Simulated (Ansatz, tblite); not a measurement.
**C₁₂H₁₀O₄S₂: a ladder of methods and basis sets**

An exercise on one series of results from a longer session: the logs are not shown, and one member is left open.

The runs use Ansatz 0.2.0, Gaussian basis; as each input shows.

Plan: GFN1-xTB, GFN2-xTB, PBE-D4/def2-TZVP, r2SCAN-D4/def2-TZVP, B3LYP-D4/def2-TZVP, PBE-QIDH/def2-TZVP, B97M-V/def2-TZVP, PBE-D4/def2-SVP, PBE0-D4/def2-SVP, CCSD(T)/def2-SVP, MP2/def2-TZVP, RPA/def2-TZVP.

## The relaxed structure

The geometry is that of the singlet, from an earlier relaxation (PBE-D4/def2-SVP).

SMILES `c1sc(-c2scc3c2OCCO3)c2c1OCCO2`, 28 atoms, charge 0, spin multiplicity 1.

Bond lengths: C1–S2 1.733 Å, C1–C14 1.382 Å, C1–H19 1.095 Å, S2–C3 1.756 Å, C3–C4 1.444 Å, C3–C13 1.392 Å, C4–S5 1.756 Å, C4–C8 1.392 Å, S5–C6 1.733 Å, C6–C7 1.382 Å, C6–H20 1.095 Å, C7–C8 1.438 Å, C7–O12 1.367 Å, C8–O9 1.364 Å, O9–C10 1.428 Å, C10–C11 1.523 Å, C10–H21 1.115 Å, C10–H22 1.108 Å and more. Angles: S2–C1–C14 111.1°, S2–C1–H19 121.5°, C14–C1–H19 127.5°, C1–S2–C3 92.9°, S2–C3–C4 121.4°, S2–C3–C13 109.8°, C4–C3–C13 128.8°, C3–C4–S5 121.4°, C3–C4–C8 128.8°, S5–C4–C8 109.8°, C4–S5–C6 92.9°, S5–C6–C7 111.1°, S5–C6–H20 121.5°, C7–C6–H20 127.5°, C6–C7–C8 113.0°, C6–C7–O12 124.6°, C8–C7–O12 122.4°, C4–C8–C7 113.3° and more.

Geometry (Å):

```mol
C12H10O4S2
  3D, bonds by distance, orders not assigned

 28 31  0  0  0  0  0  0  0  0999 V2000
   -2.9632    2.2661    0.8849 C   0  0
   -1.4258    3.0251    0.6304 S   0  0
   -0.6953    1.5446    0.0322 C   0  0
    0.6876    1.5013   -0.3804 C   0  0
    1.4112    2.8129   -1.2966 S   0  0
    2.9529    2.0241   -1.3736 C   0  0
    2.9140    0.7953   -0.7430 C   0  0
    1.6292    0.4984   -0.1699 C   0  0
    1.3916   -0.6393    0.5446 O   0  0
    2.3716   -1.6449    0.2842 C   0  0
    3.7784   -1.0650    0.3523 C   0  0
    3.9745   -0.0611   -0.6466 O   0  0
   -1.6317    0.5152    0.0539 C   0  0
   -2.9179    0.9271    0.5469 C   0  0
   -3.9741    0.0658    0.6472 O   0  0
   -3.7730   -1.1357   -0.1012 C   0  0
   -2.3635   -1.6788    0.0948 C   0  0
   -1.3883   -0.7530   -0.3863 O   0  0
   -3.8240    2.8294    1.2597 H   0  0
    3.8108    2.4934   -1.8662 H   0  0
    2.1945   -2.0953   -0.7203 H   0  0
    2.2345   -2.4293    1.0543 H   0  0
    4.5368   -1.8504    0.1646 H   0  0
    3.9564   -0.6336    1.3652 H   0  0
   -3.9522   -0.9434   -1.1850 H   0  0
   -4.5280   -1.8624    0.2581 H   0  0
   -2.2222   -2.6159   -0.4788 H   0  0
   -2.1847   -1.8903    1.1748 H   0  0
  1  2  8  0
  1 14  8  0
  1 19  8  0
  2  3  8  0
  3  4  8  0
  3 13  8  0
  4  5  8  0
  4  8  8  0
  5  6  8  0
  6  7  8  0
  6 20  8  0
  7  8  8  0
  7 12  8  0
  8  9  8  0
  9 10  8  0
 10 11  8  0
 10 21  8  0
 10 22  8  0
 11 12  8  0
 11 23  8  0
 11 24  8  0
 13 14  8  0
 13 18  8  0
 14 15  8  0
 15 16  8  0
 16 17  8  0
 16 25  8  0
 16 26  8  0
 17 18  8  0
 17 27  8  0
 17 28  8  0
M  END
```

PBE0-D4/def2-TZVP was run before; its log isn't repeated, and its numbers join the tables.

Set-up of the first run:

Tight binding, by tblite at 300 K electronic temperature and without a spin-polarisation term:

```python
tblite.interface.Calculator('GFN1-xTB', numbers, positions, charge=0, uhf=0).singlepoint()
```

Tight binding, by tblite at 300 K electronic temperature and without a spin-polarisation term:

```python
tblite.interface.Calculator('GFN2-xTB', numbers, positions, charge=0, uhf=0).singlepoint()
```

start.molden holds the orbitals of an earlier run on this state, given as this run's starting guess.

Input file in.yaml:

```yaml
crystal:
  periodic: [false, false, false]
  atoms:
    - {symbol: C, position_ang: [-2.963240, 2.266086, 0.884888]}
    - {symbol: S, position_ang: [-1.425822, 3.025068, 0.630387]}
    - {symbol: C, position_ang: [-0.695297, 1.544553, 0.032151]}
    - {symbol: C, position_ang: [0.687599, 1.501303, -0.380421]}
    - {symbol: S, position_ang: [1.411243, 2.812864, -1.296634]}
    - {symbol: C, position_ang: [2.952890, 2.024062, -1.373626]}
    - {symbol: C, position_ang: [2.913955, 0.795272, -0.742993]}
    - {symbol: C, position_ang: [1.629218, 0.498386, -0.169864]}
    - {symbol: O, position_ang: [1.391612, -0.639288, 0.544591]}
    - {symbol: C, position_ang: [2.371638, -1.644887, 0.284151]}
    - {symbol: C, position_ang: [3.778398, -1.065008, 0.352328]}
    - {symbol: O, position_ang: [3.974499, -0.061141, -0.646617]}
    - {symbol: C, position_ang: [-1.631653, 0.515185, 0.053859]}
    - {symbol: C, position_ang: [-2.917895, 0.927111, 0.546916]}
    - {symbol: O, position_ang: [-3.974148, 0.065780, 0.647160]}
    - {symbol: C, position_ang: [-3.773001, -1.135736, -0.101215]}
    - {symbol: C, position_ang: [-2.363545, -1.678793, 0.094770]}
    - {symbol: O, position_ang: [-1.388316, -0.753003, -0.386321]}
    - {symbol: H, position_ang: [-3.824048, 2.829419, 1.259745]}
    - {symbol: H, position_ang: [3.810796, 2.493351, -1.866203]}
    - {symbol: H, position_ang: [2.194473, -2.095344, -0.720269]}
    - {symbol: H, position_ang: [2.234478, -2.429254, 1.054302]}
    - {symbol: H, position_ang: [4.536843, -1.850382, 0.164595]}
    - {symbol: H, position_ang: [3.956396, -0.633621, 1.365152]}
    - {symbol: H, position_ang: [-3.952200, -0.943359, -1.184983]}
    - {symbol: H, position_ang: [-4.528029, -1.862428, 0.258138]}
    - {symbol: H, position_ang: [-2.222170, -2.615915, -0.478798]}
    - {symbol: H, position_ang: [-2.184665, -1.890291, 1.174799]}
basis:
  gaussian: {orbitals: def2-TZVP, fitting: {mean_field: def2-universal-jkfit}, initial_orbitals: start.molden}
hamiltonian: {xc: pbe, dispersion: d4}
scf: {omitted_lower_state_checks: [starts]}
output: {orbitals: {seedname: orbitals}}
```

Run with:

```bash
ansatz run in.yaml --threads 2 --pin off --events-out ev --progress --plain --max-ram 32768MiB --backend cuda --devices 0, --max-vram 18GiB
```

Steps of the session up to this table: PBE-D4/def2-TZVP; r2SCAN-D4/def2-TZVP; B3LYP-D4/def2-TZVP; PBE-QIDH/def2-TZVP; B97M-V/def2-TZVP; PBE-D4/def2-SVP; PBE0-D4/def2-SVP; CCSD(T)/def2-SVP; MP2/def2-TZVP; RPA/def2-TZVP.

One table of the session follows, with a row left open; its other results are not shown here.

It belongs to the step «Binding energy». 

```
             method  binding an atom (eV)
        HF/def2-SVP                 3.370
       HF/def2-TZVP                     ?
    PBE-D4/def2-SVP                 5.123
   PBE-D4/def2-TZVP                 5.043
r2SCAN-D4/def2-TZVP                 4.854
   B97M-V/def2-TZVP                 4.819
 B3LYP-D4/def2-TZVP                 4.793
   PBE0-D4/def2-SVP                 4.966
  PBE0-D4/def2-TZVP                 4.894
       MP2/def2-SVP                 4.726
      MP2/def2-TZVP                 4.815
      CCSD/def2-SVP                 4.489
   CCSD(T)/def2-SVP                 4.578
```

Estimate the missing values for HF/def2-TZVP.

As computed: binding an atom (eV): 3.293. In the column «binding an atom (eV)» it is the lowest.

Caveats from the session: Free atoms were run apart at each level; binding is atoms less cluster, divided by the number of atoms, without zero-point or spin-orbit terms.
